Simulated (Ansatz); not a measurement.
**GeH8OSi2: how energies converge with the basis set**

Aim: see how fast density functionals converge with the basis set for GeH8OSi2.

The runs use Ansatz 0.2.0, Gaussian basis; one geometry, several basis sets.

The runs, in order: PBE0-D4/def2-SVP; ωB97M-V/def2-SVP; PBE0-D4/def2-QZVPP; ωB97M-V/def2-QZVPP; the functionals' def2-TZVPP values are taken from earlier runs.

## (1) Structure used throughout

The geometry comes from an earlier relaxation with PBE0-D4 in a triple-zeta def2 set; it is a stationary point, not always the lowest conformer.

SMILES `[SiH3]O[SiH2][GeH3]`, 12 atoms, charge 0, spin multiplicity 1.

Atoms are counted from 1 here; the program's logs count them from 0.

Bond lengths: Si1–O2 1.636 Å, Si1–H5 1.487 Å, Si1–H6 1.483 Å, Si1–H7 1.487 Å, O2–Si3 1.639 Å, Si3–Ge4 2.378 Å, Si3–H8 1.490 Å, Si3–H9 1.490 Å, Ge4–H10 1.538 Å, Ge4–H11 1.538 Å, Ge4–H12 1.539 Å. Angles: O2–Si1–H5 110.1°, O2–Si1–H6 108.2°, O2–Si1–H7 110.1°, H5–Si1–H6 109.7°, H5–Si1–H7 109.0°, H6–Si1–H7 109.7°, Si1–O2–Si3 145.8°, O2–Si3–Ge4 108.8°, O2–Si3–H8 109.8°, O2–Si3–H9 109.8°, Ge4–Si3–H8 110.3°, Ge4–Si3–H9 110.3°, H8–Si3–H9 107.9°, Si3–Ge4–H10 110.9°, Si3–Ge4–H11 110.9°, Si3–Ge4–H12 110.0°, H10–Ge4–H11 108.4°, H10–Ge4–H12 108.3° and more.

## (2) PBE0-D4 in def2-SVP

The input, in.yaml:

```yaml
crystal:
  periodic: [false, false, false]
  atoms:
    - {symbol: Si, position_ang: [0.137320, 2.481602, 0.274936]}
    - {symbol: O, position_ang: [0.132081, 0.853743, 0.113943]}
    - {symbol: Si, position_ang: [-0.782416, -0.477172, -0.165703]}
    - {symbol: Ge, position_ang: [0.626973, -2.392025, -0.143331]}
    - {symbol: H, position_ang: [-0.725800, 2.885746, 1.415723]}
    - {symbol: H, position_ang: [1.532313, 2.916461, 0.525423]}
    - {symbol: H, position_ang: [-0.371122, 3.120385, -0.967356]}
    - {symbol: H, position_ang: [-1.833465, -0.596172, 0.883207]}
    - {symbol: H, position_ang: [-1.464828, -0.351983, -1.483952]}
    - {symbol: H, position_ang: [1.707447, -2.291028, -1.232838]}
    - {symbol: H, position_ang: [1.324014, -2.544844, 1.218806]}
    - {symbol: H, position_ang: [-0.205517, -3.659913, -0.404760]}
basis:
  gaussian: {orbitals: def2-SVP}
hamiltonian: {xc: pbe0, dispersion: d4}
output: {orbitals: {seedname: orbitals}}
```

Started as:

```console
> ansatz run in.yaml --threads 4 --pin off --events-out ev --progress --plain --max-ram 10444MiB
```

Further steps of the session: ωB97M-V in def2-SVP; PBE0-D4 in def2-QZVPP; ωB97M-V in def2-QZVPP.

**Question.** What will the summary of the whole plan be? Wanted: PBE0-D4: double and triple zeta above quadruple; ωB97M-V: double and triple zeta above quadruple.

As calculated:

| quantity | value |
| --- | --- |
| PBE0-D4: double and triple zeta above quadruple | 17.43, 1.91 eV |
| ωB97M-V: double and triple zeta above quadruple | 17.45, 1.83 eV |

For PBE0-D4 the step from double to triple zeta gains 15.52 eV and the next only 1.91 eV. These are total energies; as a rule much of such shifts cancels in differences, which this series doesn't test. The LUMO of ωB97M-V is positive and keeps falling with the basis (1.78 to 1.00 eV): an unbound level that the basis holds in place.
